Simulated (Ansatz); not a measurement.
# BaY3Si: from a guess to a relaxed structure

Where does this trial cell of BaY3Si go when cell and atoms are let free?

Computed with Ansatz 0.2.0 (DFT PBE, scalar-relativistic, plane waves, PAW, unless a step's input says otherwise).

2 further runs of the same task are left out: 1 that didn't finish, 1 set aside as unsound or not needed.

### 1 The system as given

It takes space group P-6m2 (No. 187, hexagonal). Conventional cell: a = 4.350 Å, b = 4.350 Å, c = 8.356 Å, α = 90.00°, β = 90.00°, γ = 120.00°. Ba (site symmetry -6m2) is surrounded by 5 Y at 2.51 to 2.67 Å. Y (site symmetry -6m2) has 3 Ba at 2.51 Å as nearest neighbours. Around Y (site symmetry 3m) lie 1 Ba at 2.67 Å and 3 Si at 2.93 Å and 1 Y at 3.02 Å. Si (site symmetry -6m2) has 6 Y at 2.93 Å as nearest neighbours.

Coordinates:

```
Ba Y Si
1.0
     4.35022    0.00000    0.00000
    -2.17511    3.76740    0.00000
     0.00000    0.00000    8.35625
Ba Y Si
1 3 1
Cartesian
  2.1751 1.2558 4.1781
  0.0000 2.5116 4.1781
  2.1751 1.2558 1.5122
  2.1751 1.2558 6.8440
  0.0000 2.5116 0.0000
```

Recipe of the guess: random cell by space group and Wyckoff sites (P-6m2, No. 187). Its size is a rough estimate.

### 2 Probe: one point on a coarse mesh

File input.yaml:

```yaml
crystal:
  lattice:
    - [4.35022174, 0.0, 0.0]
    - [-2.17511087, 3.76740254, 0.0]
    - [0.0, 0.0, 8.35624591]
  atoms:
    - { symbol: Ba, position: [0.66666667, 0.33333333, 0.5] }
    - { symbol: "Y", position: [0.33333333, 0.66666667, 0.5] }
    - { symbol: "Y", position: [0.66666667, 0.33333333, 0.1809672] }
    - { symbol: "Y", position: [0.66666667, 0.33333333, 0.8190328] }
    - { symbol: Si, position: [0.33333333, 0.66666667, 0.0] }
basis:
  ecutwfc: 420
kpoints:
  mp_grid: { grid: [6, 6, 2] }
hamiltonian:
  xc: pbe
scf:
  occupations: { method: gaussian, width: 0.1 }
  lower_state_search: "off"
output:
  forces: true
  stress: true
  eigenvalues: true
```

Launch:

```
$ ansatz run input.yaml --threads 1 --pin off --max-ram 2560MiB --backend cpu --events-out ev --progress --plain --runs-dir out
```

Further runs follow: coarse relaxation; final relaxation.

**Question.** What will these runs give? Wanted: conventional cell; volume; energy over the elements; gap on the mesh.

The runs gave:

```
                              quantity                                                                       value
symmetry at the end (tolerance 0.05 Å)                                                 space group P-6m2 (No. 187)
                     conventional cell  a = 4.714 Å, b = 4.714 Å, c = 8.921 Å, α = 90.00°, β = 90.00°, γ = 120.00°
                                volume                                                               34.34 Å³/atom
              energy over the elements                                                               +0.94 eV/atom
                       gap on the mesh                                                                none (metal)
```

In words: The space group P-6m2 (No. 187) is kept, and the volume per atom grows by 25.4 % from the first guess. The formation energy is positive, so the separate elements lie lower. No finished test with a distortion of lower symmetry is shown, so the end may be a saddle point.
